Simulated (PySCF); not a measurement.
# A diatomic session: NiH+

The task here is to estimate one member of a computed series from the others.

Method: Ni def2-TZVPPD, H def2-TZVPPD, no relativity; program: PySCF 2.14.0.

1 further run of the same task is left out (it didn't finish).

The first run:

A driver script around PySCF takes these settings:

```
atoms                         : Ni, H
charge                        : 1
basis                         : Ni def2-TZVPPD, H def2-TZVPPD
Hamiltonian                   : no relativity
basis functions               : 84
electrons treated             : 28
masses in u                   : 57.9353, 1.0078
levels                        : PBE0, PBE, r²SCAN, M06-L, B97-3, BLYP, LDA, BHandHLYP, ωB97X-V, HF, MP2, SCS-MP2, CCSD, CCSD(T)
grid                          : 80 radial by 434 angular points
occupations                   : held fixed by the projection of orbital angular momentum
dissociation limit            : Ni+ + H, each in its ground configuration
starting distance in angstrom : 1.475
values of 2S to try           : 0, 2, 4
```

Started as:

```sh
> OMP_NUM_THREADS=1 python dia.py task.json out
```

Among the steps run: Set-up; PBE0 along the bond; Other states along the same grid; PBE (GGA); r²SCAN; M06-L; B97-3; BLYP (GGA); LDA; BHandHLYP (global hybrid GGA); ωB97X-V; ROHF (mean field); MP2 and coupled cluster.

One table of the session follows, with a row left open; its other results are not shown here.

It belongs to the step «The curves together». Energy (eV) from each level's lowest point:

```
R (Å)   ROHF  ROHF-MP2  ROHF-SCS-MP2  ROHF-CCSD  ROHF-CCSD(T)
1.273  0.871     0.226         0.303        n/a           n/a
1.332  0.509     0.085         0.130      0.176         0.169
1.391  0.260     0.014         0.032      0.052         0.049
1.436  0.135     0.000         0.001      0.008         0.008
1.480  0.054     0.014         0.000      0.000         0.000
1.524  0.010     0.053         0.025      0.020         0.020
1.584  0.000     0.136         0.092      0.082         0.079
1.658      ?         ?             ?          ?             ?
1.746  0.179     0.490         0.414      0.391         0.369
1.865  0.431     0.816         0.721        n/a           n/a
```

**Question.** Estimate the row for R (Å) = 1.658.

Worked estimate for «ROHF». A straight line through the neighbours (1.584, 0.000) and (1.746, 0.179) gives 0.000 + (0.179 − 0.000) × (1.658 − 1.584) / (1.746 − 1.584) = 0.082; a parabola fitted to 4 rows on both sides gives 0.057.

As computed: ROHF: 0.050; ROHF-MP2: 0.278; ROHF-SCS-MP2: 0.218; ROHF-CCSD: 0.203; ROHF-CCSD(T): 0.194. In «ROHF» the line misses by +0.032 and the parabola by +0.007.

To keep in mind: The state is the lowest single determinant that the PBE0 search found; with open d or f shells the true ground state can be another one. At some levels the lowest empty orbital lies below the highest filled one (the two can be of opposite spin).
